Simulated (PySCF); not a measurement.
**The bond of SeI+, level by level**

What are the lowest state that PBE0 finds, the bond length, vibrational wavenumber and bond energy of SeI+, and how much do these hang on the method?

Computed with PySCF 2.14.0. Level: Se def2-SVP, I def2-SVP with ECP28, scalar-relativistic core potentials.

3 further runs of the same task are left out: 3 that didn't finish.

### Step 1. Input

Settings of the job:

```json
{
  "atoms": "Se, I",
  "charge": "1",
  "basis": "Se def2-SVP, I def2-SVP with ECP28",
  "Hamiltonian": "scalar-relativistic core potentials",
  "basis functions": "58",
  "electrons treated": "58",
  "masses in u": "79.9165, 126.9045",
  "levels": "PBE0, PBE, r²SCAN, PBEsol, HF, MP2, SCS-MP2",
  "grid": "80 radial by 434 angular points",
  "occupations": "held fixed by the projection of orbital angular momentum",
  "dissociation limit": "Se+ + I, each in its ground configuration",
  "starting distance in angstrom": "2.525",
  "values of 2S to try": "0, 2, 4"
}
```

Started as:

```sh
$ OMP_NUM_THREADS=1 python dia.py task.json out
```

After this run come: First curve: PBE0; Higher solutions at PBE0; PBE (GGA); r²SCAN; PBEsol (GGA); UHF.

Q: Predict the outcome of this session. Wanted: for each run, Re; ωe; De; μ.

**Answer**, as computed:

Lowest PBE0 solution found, without spin–orbit coupling: ³Σ⁻ (triplet), unpaired electrons π ↑↑. State 2 has its PBE0 minimum 0.27 eV higher, as a spin-mixed determinant (⟨S²⟩ = 1.01), so this is no gap between pure states. State 3 has its PBE0 minimum 1.09 eV higher. The other levels ran on the lowest alone.

```
      level  Re (Å)  ωe (cm⁻¹)  De (eV)  μ (D)
        UHF   2.400      276.5     0.91  -2.19
    UHF-MP2   2.360        343     2.22    n/a
UHF-SCS-MP2   2.372        328     2.08    n/a
        PBE   2.401        301     3.65  -0.59
     PBEsol   2.383        310     3.90  -0.54
     r²SCAN   2.381        312     3.34  -0.66
       PBE0   2.370        320     3.15  -0.79
```

De is counted to Se+ + I in their ground configurations. A positive dipole points from Se to I; in an ion it is taken about the centre of mass and does not tell which atom is negative.

**Reading.** Bond lengths run from 2.360 Å (UHF-MP2) to 2.401 Å (PBE). Among the levels with a De in the table, it runs from 0.91 eV (UHF) to 3.90 eV (PBEsol).

Correlated steps freeze 13 core orbitals. Spin–orbit coupling is left out, which matters for elements this heavy, above all for dissociation energies. With spin–orbit coupling the term label itself may not hold.
